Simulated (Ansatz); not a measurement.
# AlCd in Ansatz: convergence with k mesh

AlCd:

```
Al Cd
1.0
     1.46802    0.84756    4.81842
    -1.46802    0.84756    4.81842
     0.00000   -1.69513    4.81842
Al Cd
1 1
Direct
  0.00000 0.00000 0.00000
  0.50000 0.50000 0.50000
```

The cell was built by a generator and needn't be a form met in nature.

* Program: Ansatz 0.2.0
* Task: convergence study
* Functional: PBE0
* Potentials or basis: Ansatz PAW
* Cutoff: 420 eV (not typed: the program's choice for these potentials)
* k mesh: 3 × 3 × 3
* Occupations: gaussian, width 0.05 eV
* Spin: no spin polarisation

These are the settings of the first run; the series varies k mesh, with any setting tied to it.

Hardware: 2 threads of Arm Neoverse V2, on a shared host.

| k mesh | energy less the tightest run, at zero smearing (meV/atom) | pressure (GPa) | SCF cycles | CPU time (s) | peak memory (GiB) |
| --- | --- | --- | --- | --- | --- |
| 3 × 3 × 3 | 192.94 | 6.89 | 26 | 7 | 0.41 |
| 4 × 4 × 4 | 175.41 | 4.64 | 24 | 14 | 0.56 |
| 5 × 5 × 5 | -91.31 | 6.54 | 22 | 23 | 0.79 |
| 6 × 6 × 6 | -57.12 | 6.53 | 24 | 41 | 1.2 |
| 8 × 8 × 8 | 18.98 | 6.65 | 22 | 97 | 2.4 |
| 9 × 9 × 9 | -26.38 | 6.58 | 27 | 180 | 3.2 |
| 12 × 12 × 12 | 0.00 | 6.74 | 40 | 530 | 4.7 |
| 14 × 14 × 14 | timed out after 640 s | - | - | - | - |

Not settled before the last step: the energy (to 1 meV/atom), the pressure (to 0.1 GPa). Meshes of other sizes hit other points, so gaps and Fermi surfaces needn't settle smoothly. The tightest run that finished is the yardstick and may itself not be fully converged.

Caveat, for the tightest run too: the PAW data sets come from PBE, with cores solved anew for the run's functional, which leaves a small shift of forces and pressure; the thresholds are loose for stress.
